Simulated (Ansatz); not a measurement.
# Ga2TeO2: the cost of one run

Method: DFT PBE, scalar-relativistic, plane waves, PAW, in Ansatz 0.2.0.

1 further run of the same task is left out (it didn't finish).

## Step 1: The structure to begin with

The structure is tetragonal, space group P4/mmm (No. 123). Conventional cell: a = 4.355 Å, b = 4.355 Å, c = 5.098 Å, α = 90.00°, β = 90.00°, γ = 90.00°. Ga (site symmetry 4mm) is surrounded by 1 Ga at 1.68 Å and 1 Te at 1.71 Å and 4 O at 2.33 Å. Around Te (site symmetry 4/mmm) lie 2 Ga at 1.71 Å. Around O (site symmetry mmm) lie 4 Ga at 2.33 Å.

Structure file:

```xyz
5
Lattice="4.3546 0.0000 0.0000 0.0000 4.3546 0.0000 0.0000 0.0000 5.0980" Properties=species:S:1:pos:R:3 pbc="T T T"
Ga    2.1773    2.1773    1.7071
Ga    2.1773    2.1773    3.3908
Te    2.1773    2.1773    0.0000
O     2.1773    0.0000    2.5490
O     0.0000    2.1773    2.5490
```

The cell is invented: random cell by space group and Wyckoff sites (P4/mmm, No. 123). Its size is a rough estimate.

## Step 2: The guess as it stands, on a coarse mesh

input.yaml reads:

```yaml
crystal:
  lattice:
    - [4.35461878, 0.0, 0.0]
    - [0.0, 4.35461878, 0.0]
    - [0.0, 0.0, 5.09798365]
  atoms:
    - { symbol: Ga, position: [0.5, 0.5, 0.33486684] }
    - { symbol: Ga, position: [0.5, 0.5, 0.66513316] }
    - { symbol: Te, position: [0.5, 0.5, 0.0] }
    - { symbol: O, position: [0.5, 0.0, 0.5] }
    - { symbol: O, position: [0.0, 0.5, 0.5] }
basis:
  ecutwfc: 420
kpoints:
  mp_grid: { grid: [4, 4, 4] }
hamiltonian:
  xc: pbe
scf:
  occupations: { method: gaussian, width: 0.1 }
  lower_state_search: "off"
output:
  forces: true
  stress: true
  eigenvalues: true
```

Started as:

```sh
$ ansatz run input.yaml --threads 1 --pin off --max-ram 2560MiB --backend cpu --events-out ev --progress --plain --runs-dir out
```

Q: Estimate wall time and peak memory on 1 thread of Arm Neoverse V2, shared host.

About 3.5 s, with a peak of 0.36 GiB.
